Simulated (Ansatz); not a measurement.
# CeO2: the cost of one run

Program: Ansatz 0.2.0. Level of theory: DFT PBE+U (U_eff = 5 eV on Ce 4f), scalar-relativistic, plane waves, PAW. These are calculated values, not measurements.

These runs use a low cutoff (300 eV) and a coarse mesh on purpose, to show what cheap settings give: their numbers aren't properties of the material.

### Step 1. The structure to begin with

The structure is cubic, space group Fm-3m (No. 225). Conventional cell: a = 5.463 Å, b = 5.463 Å, c = 5.463 Å, α = 90.00°, β = 90.00°, γ = 90.00°. Ce (site symmetry m-3m) is surrounded by 8 O at 2.37 Å. O (site symmetry -43m) has 4 Ce at 2.37 Å as nearest neighbours.

As a file:

```cif
data_structure
_symmetry_space_group_name_H-M 'P 1'
_symmetry_Int_Tables_number 1
_cell_length_a 3.8628
_cell_length_b 3.8628
_cell_length_c 3.8628
_cell_angle_alpha 60.000
_cell_angle_beta 60.000
_cell_angle_gamma 60.000
_cell_volume 40.76
loop_
_atom_site_label
_atom_site_type_symbol
_atom_site_fract_x
_atom_site_fract_y
_atom_site_fract_z
_atom_site_occupancy
Ce1 Ce 0.00000 0.00000 0.00000 1
O1 O 0.25000 0.25000 0.25000 1
O2 O 0.75000 0.75000 0.75000 1
```

An earlier run at PBE+U (U_eff = 5 eV on Ce 4f) left this cell at 13.586 Å³/atom and 0.04 GPa (6×6×6 mesh).

Volume factors to run: 0.980, 1.020, 0.960, 1.040.

### Step 2. Volume × 0.980

The input, input.yaml:

```yaml
crystal:
  lattice:
    - [0.0, 2.7130955981, 2.7130955981]
    - [2.7130955981, 0.0, 2.7130955981]
    - [2.7130955981, 2.7130955981, 0.0]
  atoms:
    - { symbol: Ce, position: [0.0, 0.0, 0.0] }
    - { symbol: O, position: [0.25, 0.25, 0.25] }
    - { symbol: O, position: [0.75, 0.75, 0.75] }
basis:
  ecutwfc: 300
  ecutrho_ratio: 4
kpoints:
  mp_grid: { grid: [6, 6, 6] }
hamiltonian:
  xc: pbe
  hubbard: { sites: [{ species: Ce, l: f, u_eff: 5.0 }] }
scf:
  occupations: { method: gaussian, width: 0.05 }
output:
  forces: true
  stress: true
  eigenvalues: true
  populations: true
  hubbard: { sites: [{ species: Ce, l: f }] }
```

Started as:

```
ansatz run input.yaml --threads 1 --pin off --max-ram 2560MiB --backend cpu --events-out ev --progress --plain --runs-dir out
```

What time and memory should one allow on 1 thread of Arm Neoverse V1, shared host?

About 2.9 s, with a peak of 0.28 GiB.
